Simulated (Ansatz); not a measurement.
**TiNH2+ (quintet): wave-function methods side by side, def2-TZVPP**

One table from this session's results is given with a row withheld; the runs are named, their logs left out.

The runs use Ansatz 0.2.0, Gaussian basis; def2-TZVPP, core rule «outside noble gas», up to 10 orbitals frozen.

The runs, in order: UHF; CCSD(T) on ROHF; CCSD(T) on UHF; CCSDT(Q) on ROHF; CCSDT(Q) on UHF.

6 further runs of the same task are left out: 3 for a known fault of the program, 3 set aside as unsound or not needed.

## The geometry

The geometry is a PBE0/def2-TZVP stationary point (not a proven minimum).

4 atoms, charge 1, spin multiplicity 5.

Atoms are counted from 1 here; the program's logs count them from 0.

Bond lengths: Ti1–N2 2.213 Å, N2–H3 1.023 Å, N2–H4 1.024 Å. Angles: Ti1–N2–H3 125.8°, Ti1–N2–H4 126.9°, H3–N2–H4 107.3°.

The first run:

Contents of in.yaml:

```yaml
crystal:
  periodic: [false, false, false]
  atoms:
    - {symbol: Ti, position_ang: [0.000000, -0.000006, 0.574128]}
    - {symbol: N, position_ang: [0.000000, -0.000668, -1.638816]}
    - {symbol: H, position_ang: [0.000000, 0.829097, -2.237756]}
    - {symbol: H, position_ang: [0.000000, -0.819548, -2.253941]}
basis:
  gaussian: {orbitals: def2-TZVPP}
total_charge: 1
magnetization: {spin_polarized: true, initial_magnetization: 4}
hamiltonian: {xc: hf}
output: {orbitals: {seedname: orbitals}}
```

Started as:

```
ansatz run in.yaml --threads 1 --pin off --events-out ev --progress --plain --max-ram 4096MiB --backend cpu
```

Steps of the session up to this table: UHF; CCSD(T) on ROHF; CCSD(T) on UHF; CCSDT(Q) on ROHF; CCSDT(Q) on UHF.

One of the session's tables, all rows but one given; the rest of the session is left out.

It belongs to the step «Misses and costs». 

```
   method  from RCCSDT(Q) (meV)
     ROHF               +6477.9
      UHF                     ?
     RMP2                +861.7
     UMP2                +765.1
    RCCSD                +217.2
    UCCSD                +113.3
 RCCSD(T)                 +35.9
 UCCSD(T)                 -63.3
   RCCSDT                  +7.1
   UCCSDT                 -85.8
RCCSDT(Q)                     0
UCCSDT(Q)                 -92.3
```

**Question.** Estimate the row for UHF.

As computed: from RCCSDT(Q) (meV): +6230.1. In the column «from RCCSDT(Q) (meV)» it lies between RMP2 (+861.7) and ROHF (+6477.9).

To keep in mind: Restricted and unrestricted rows rest on different reference determinants; where their highest levels disagree by more than a few hundredths of an eV, they describe different states and don't form one ladder.
